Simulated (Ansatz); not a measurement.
The first iterations of a band of a periodic cell of 39 atoms, Al5O8 (host Al2O3, host structure R-3c, one Al atom removed), cell charge +1.

Computed with DFT LDA, scalar-relativistic, plane waves, PAW (Ansatz 0.2.0). Settings: PAW set soft_1, cutoff 420 eV, k mesh 2x2x2, fermi-dirac smearing 0.05 eV, no spin polarisation.

* movable images: 5
* climbing image: yes
* spring: 5.0 eV/Å²
* optimiser: quadratic models (default)
* start path: straight line
* force threshold: 0.05 eV/Å
* iteration limit: 43
* end points: relaxed

Initial state:

```xyz
39
Lattice="-4.7351 -2.7338 4.3003 4.7351 -2.7338 4.3003 0.0000 5.4676 4.3003" Properties=species:S:1:pos:R:3
Al -0.008 0.029 4.553
Al 0.013 0.011 1.919
Al 0.019 0.046 8.352
Al -0.022 0.075 10.996
O -0.927 1.397 7.554
O -0.774 -1.390 7.641
O 1.653 0.101 7.504
O 1.023 -1.211 5.365
O 0.732 1.501 5.377
O -1.619 -0.100 5.416
Al 0.001 -2.731 8.651
Al 0.001 2.737 4.042
Al 0.001 2.737 6.691
O 3.814 1.372 7.524
O -0.724 1.254 3.224
O -3.088 0.117 7.524
O -3.833 -1.355 5.376
O 0.726 -1.271 9.677
O 3.110 -0.098 5.377
Al -2.385 1.350 8.853
Al -2.380 1.377 6.220
Al 2.322 -1.369 4.052
Al 2.317 -1.419 6.695
O 1.457 0.018 3.203
O 1.625 2.603 7.554
O -0.773 -4.072 7.641
O -1.467 0.019 9.717
O -1.826 -2.605 5.365
O 0.705 3.987 5.377
Al 2.395 1.364 8.853
Al 2.369 1.355 6.220
Al -2.339 -1.401 4.051
Al -2.293 -1.380 6.695
O 1.549 -2.730 7.641
O -3.108 2.624 7.503
O -0.695 -1.258 3.254
O -1.435 2.722 5.377
O 3.089 -2.643 5.416
O 0.806 1.092 9.666
```

Final state:

Only the atoms that move by more than 0.05 Å are listed.
```
Al3 -0.022 -0.071 8.364
Al4 0.019 -0.042 11.007
O6 -0.772 -1.392 7.416
O7 1.627 0.113 7.556
O8 0.901 -1.377 5.381
O10 -1.647 -0.088 5.341
Al11 0.000 -2.734 6.406
O17 -3.713 -1.521 5.393
O18 0.806 -1.088 9.693
O19 2.907 -0.125 5.393
Al22 2.440 -1.351 4.064
Al23 2.395 -1.329 6.707
O24 1.456 -0.014 3.256
O26 -0.776 -4.073 7.416
O27 -1.468 -0.016 9.642
O28 -1.626 -2.632 5.381
Al32 -2.418 -1.312 4.064
Al33 -2.414 -1.362 6.707
O34 1.548 -2.736 7.416
O35 -3.083 2.635 7.556
O38 3.115 -2.630 5.341
O39 0.725 1.275 9.682
```

| iteration | highest image above the first end (eV) | largest band force component (eV/Å) |
| --- | --- | --- |
| 1 | 2.885 | 5.581 |
| 2 | 2.036 | 2.924 |

Q: Does the band converge within its limit, and where does its top end?

A: It converged. It ended after 5 iterations with the highest image 1.599 eV above the first end. By the program's own check the climbing image is a first-order saddle point (lowest curvatures found: -4.93 and 1.64 eV/Å²). Limits of this set-up: coarse k mesh, PAW files made for another functional, no spin, though dangling bonds at a vacancy may carry it, a small cell, in which the defect meets its images, charged cell in a uniform background, uncorrected.

Run time: 12 min on 2 threads of Arm Neoverse V1 (shared host), peak memory 1.8 GiB.
